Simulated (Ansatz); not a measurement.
# C2Br2ClF3: how energies converge with the basis set

The task here is to estimate one member of a computed series from the others.

Computed with Ansatz 0.2.0, Gaussian basis. Level: one geometry, several basis sets.

Plan: PBE0-D4/def2-SVP; ωB97M-V/def2-SVP; PBE0-D4/def2-QZVPP; ωB97M-V/def2-QZVPP; the functionals' def2-TZVPP values are taken from earlier runs.

### The geometry

The geometry comes from an earlier relaxation with PBE0-D4 in a triple-zeta def2 set; it is a stationary point, not always the lowest conformer.

SMILES `FC(F)(Br)C(F)(Cl)Br`, 8 atoms, charge 0, spin multiplicity 1.

Atoms are counted from 1 here; the program's logs count them from 0.

Bond lengths: F1–C2 1.327 Å, C2–F3 1.331 Å, C2–Br4 1.934 Å, C2–C5 1.557 Å, C5–F6 1.335 Å, C5–Cl7 1.757 Å, C5–Br8 1.929 Å. Angles: F1–C2–F3 108.5°, F1–C2–Br4 109.7°, F1–C2–C5 110.0°, F3–C2–Br4 108.5°, F3–C2–C5 108.5°, Br4–C2–C5 111.6°, C2–C5–F6 108.3°, C2–C5–Cl7 108.7°, C2–C5–Br8 110.9°, F6–C5–Cl7 109.1°, F6–C5–Br8 109.4°, Cl7–C5–Br8 110.4°.

Set-up of the first run:

in.yaml reads:

```yaml
crystal:
  periodic: [false, false, false]
  atoms:
    - {symbol: F, position_ang: [1.441049, -0.784930, -0.610066]}
    - {symbol: C, position_ang: [0.269622, -0.172928, -0.723579]}
    - {symbol: F, position_ang: [0.428548, 0.902291, -1.492284]}
    - {symbol: Br, position_ang: [-1.003178, -1.353539, -1.576268]}
    - {symbol: C, position_ang: [-0.228130, 0.289016, 0.677120]}
    - {symbol: F, position_ang: [-1.415540, 0.881037, 0.526434]}
    - {symbol: Cl, position_ang: [0.916490, 1.453576, 1.325839]}
    - {symbol: Br, position_ang: [-0.408873, -1.214535, 1.872794]}
basis:
  gaussian: {orbitals: def2-SVP}
hamiltonian: {xc: pbe0, dispersion: d4}
output: {orbitals: {seedname: orbitals}}
```

Launch:

```bash
> ansatz run in.yaml --threads 2 --pin off --events-out ev --progress --plain --max-ram 31744MiB --backend cpu
```

Steps of the session up to this table: PBE0-D4 in def2-SVP; ωB97M-V in def2-SVP; PBE0-D4 in def2-QZVPP; ωB97M-V in def2-QZVPP.

One of the session's tables, all rows but one given; the rest of the session is left out.

It belongs to the step «Functionals by basis». 

| functional | basis | HOMO (eV) |
| --- | --- | --- |
| PBE0-D4 | def2-SVP | -8.51 |
| PBE0-D4 | def2-TZVPP | -8.61 |
| PBE0-D4 | def2-QZVPP | -8.63 |
| ωB97M-V | def2-SVP | ? |
| ωB97M-V | def2-TZVPP | -10.83 |
| ωB97M-V | def2-QZVPP | -10.86 |

Q: Estimate the row for ωB97M-V, def2-SVP from the others.

As computed: HOMO (eV): -10.70. In the column «HOMO (eV)» it lies between ωB97M-V, def2-TZVPP (-10.83) and PBE0-D4, def2-QZVPP (-8.63).
